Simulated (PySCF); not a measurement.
The system is NCFClH, in a box.

```
CELL_PARAMETERS angstrom
11.00000 0.00000 0.00000
0.00000 12.00000 0.00000
0.00000 0.00000 11.00000
ATOMIC_POSITIONS crystal
N 0.53931 0.57166 0.53580
C 0.52101 0.46454 0.52101
F 0.58567 0.39276 0.58009
Cl 0.42483 0.39809 0.42260
H 0.48527 0.60749 0.47957
```

The cell isn't the ideal one: atoms moved at random, drawn with an rms of 0.05 Å.

Base run:

| Property | Result |
| --- | --- |
| Program | PySCF 2.14.0 |
| Functional | r2SCAN |
| Dispersion | D4 |
| Potentials or basis | pob-tzvp-rev2 (all-electron) |
| k mesh | 1 × 1 × 1 |
| Occupations | fixed |
| Spin | no spin polarisation |

Its results: gap between the frontier levels 6.17 eV.

**Question.** After a change of settings the same cell gave: gap between the frontier levels 7.29 eV. Which change was it?
A. functional from r2SCAN to TM; dispersion from D4 to none
B. functional from r2SCAN to HSE06
C. functional from r2SCAN to PBE; dispersion from D4 to none
D. functional from r2SCAN to PBEsol; dispersion from D4 to D3(BJ)

**Answer.** B.

HSE06 gives the wider gap, since exact exchange removes part of the self-interaction.

Caveats: this is a molecule in a periodic box at the Γ point, so its band gap is the HOMO-LUMO gap; the basis of atomic orbitals isn't converged, which shifts pressures, moduli and gaps; this program's HSE differs a little from the usual definition (some runs).
